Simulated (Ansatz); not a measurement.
# BFGaGeH₅: up Jacob's ladder to CCSD(T)

Aim: compute BFGaGeH₅ with functionals from several rungs and with coupled cluster. The yardstick is the atomisation energy at the CCSD(T) limit.

Computed with Ansatz 0.2.0, Gaussian basis. Level: functionals in def2-TZVPP, the program's frozen cores in correlated methods.

The runs, in order: LDA (SPW92), PBE-D4, revPBE-D4, BLYP-D4, r2SCAN-D4, B97M-V, PBE0-D4, B3LYP-D4, r2SCANh-D4, r2SCAN0-D4, HSE06-D4, BHLYP-D4, CAM-B3LYP-D4, LC-ωPBE, ωB97X-V, ωB97M-V, B2PLYP, PBE-QIDH; CCSD(T)/def2-SVP; CCSD(T)/def2-TZVPP; MP2/def2-QZVPP; extrapolation to the limit; RPA on PBE.

### 1 Structure used throughout

All runs share one geometry, relaxed beforehand with PBE0-D4 in a triple-zeta def2 set.

SMILES `[BH2][GeH]([F])[GaH2]`, 9 atoms, charge 0, spin multiplicity 1.

Atoms are counted from 1 here; the program's logs count them from 0.

Bond lengths: B1–Ge2 2.037 Å, B1–H5 1.195 Å, B1–H6 1.193 Å, Ge2–F3 1.762 Å, Ge2–Ga4 2.464 Å, Ge2–H7 1.548 Å, Ga4–H8 1.571 Å, Ga4–H9 1.567 Å. Angles: Ge2–B1–H5 118.6°, Ge2–B1–H6 121.7°, H5–B1–H6 119.6°, B1–Ge2–F3 110.4°, B1–Ge2–Ga4 113.9°, B1–Ge2–H7 112.0°, F3–Ge2–Ga4 107.1°, F3–Ge2–H7 104.1°, Ga4–Ge2–H7 108.8°, Ge2–Ga4–H8 118.8°, Ge2–Ga4–H9 120.1°, H8–Ga4–H9 121.1°.

As a file:

```xyz
9

B    -0.9508    1.5963    0.4267
Ge    0.6535    0.4345   -0.0465
F     1.8561    0.4962    1.2398
Ga    0.0972   -1.9389   -0.4037
H    -1.7957    1.7689   -0.4008
H    -1.1019    2.0393    1.5236
H     1.4068    0.9634   -1.2910
H    -0.8419   -2.3247   -1.6026
H     0.6766   -3.0347    0.5546
```

### 2 LDA

This LDA is Slater exchange with PW92 correlation.

Input file in.yaml:

```yaml
crystal:
  periodic: [false, false, false]
  atoms:
    - {symbol: B, position_ang: [-0.950806, 1.596302, 0.426657]}
    - {symbol: Ge, position_ang: [0.653540, 0.434463, -0.046546]}
    - {symbol: F, position_ang: [1.856125, 0.496152, 1.239781]}
    - {symbol: Ga, position_ang: [0.097214, -1.938924, -0.403740]}
    - {symbol: H, position_ang: [-1.795725, 1.768868, -0.400804]}
    - {symbol: H, position_ang: [-1.101891, 2.039262, 1.523647]}
    - {symbol: H, position_ang: [1.406850, 0.963357, -1.290988]}
    - {symbol: H, position_ang: [-0.841887, -2.324734, -1.602587]}
    - {symbol: H, position_ang: [0.676590, -3.034746, 0.554590]}
basis:
  gaussian: {orbitals: def2-TZVPP}
hamiltonian: {xc: lda}
output: {orbitals: {seedname: orbitals}}
```

On the command line:

```sh
$ ansatz run in.yaml --threads 4 --pin off --events-out ev --progress --plain --max-ram 10444MiB
```

After this run come: PBE-D4 (GGA); revPBE-D4 (GGA); BLYP-D4 (GGA); r2SCAN-D4 (meta-GGA); B97M-V (meta-GGA); B3LYP-D4 (hybrid); r2SCANh-D4 (hybrid); r2SCAN0-D4 (hybrid); HSE06-D4 (hybrid); BHLYP-D4 (hybrid); CAM-B3LYP-D4 (range-separated); LC-ωPBE (range-separated); ωB97X-V (range-separated); ωB97M-V (range-separated); B2PLYP (double hybrid); PBE-QIDH (double hybrid); CCSD(T) in def2-SVP; CCSD(T) in def2-TZVPP; MP2 in def2-QZVPP; RPA on PBE orbitals.

**Question.** What will the summary of the whole plan be? Wanted: atomisation energy, CCSD(T)/CBS; farthest beyond LDA; mean size of error, GGA; mean size of error, meta-GGA; mean size of error, hybrid; mean size of error, range-separated; mean size of error, double hybrid; gap, smallest and largest; T1 diagnostic.

The runs gave:

| quantity | value |
| --- | --- |
| atomisation energy, CCSD(T)/CBS | 599.9 kcal/mol |
| functionals within 6.0 kcal/mol (1.0 %) | PBE-D4, r2SCAN-D4, B3LYP-D4, r2SCANh-D4, r2SCAN0-D4, CAM-B3LYP-D4, LC-ωPBE, ωB97X-V, ωB97M-V, PBE-QIDH |
| farthest beyond LDA | revPBE-D4 (-15.7 kcal/mol) |
| mean size of error, GGA | 9.0 kcal/mol |
| mean size of error, meta-GGA | 5.4 kcal/mol |
| mean size of error, hybrid | 6.6 kcal/mol |
| mean size of error, range-separated | 3.0 kcal/mol |
| mean size of error, double hybrid | 7.3 kcal/mol |
| gap, smallest and largest | 2.58 eV (LDA (SPW92)), 9.24 eV (LC-ωPBE) |
| T1 diagnostic | 0.0135 |
| triples share of the correlation energy | 3.3 % |

The LDA atomisation energy is off by 77.8 kcal/mol (13 %): it overbinds. PBE-D4 is off by -1.5 kcal/mol. Double hybrids carry the basis error of their MP2 part in triple zeta, and no dispersion term here, so their miss is partly the set-up's. The rungs range-separated, meta-GGA miss on average by less than the doubt on the reference (6.0 kcal/mol), so they tie. The reference freezes the cores and leaves out relativity and excitations past (T), and its outer-core shells are covered unevenly, so misses under about 6.0 kcal/mol can't be ranked. Hartree-Fock recovers 75 % of the binding; the rest is correlation. CCSD(T) in def2-SVP is off by -37.7 kcal/mol, more than most functionals: a good method in a small basis is no reference. Orbital gaps span 2.6 to 9.2 eV; exact exchange widens them. Correlated methods include outer-core shells of Ga, Ge, which these sets cover unevenly.
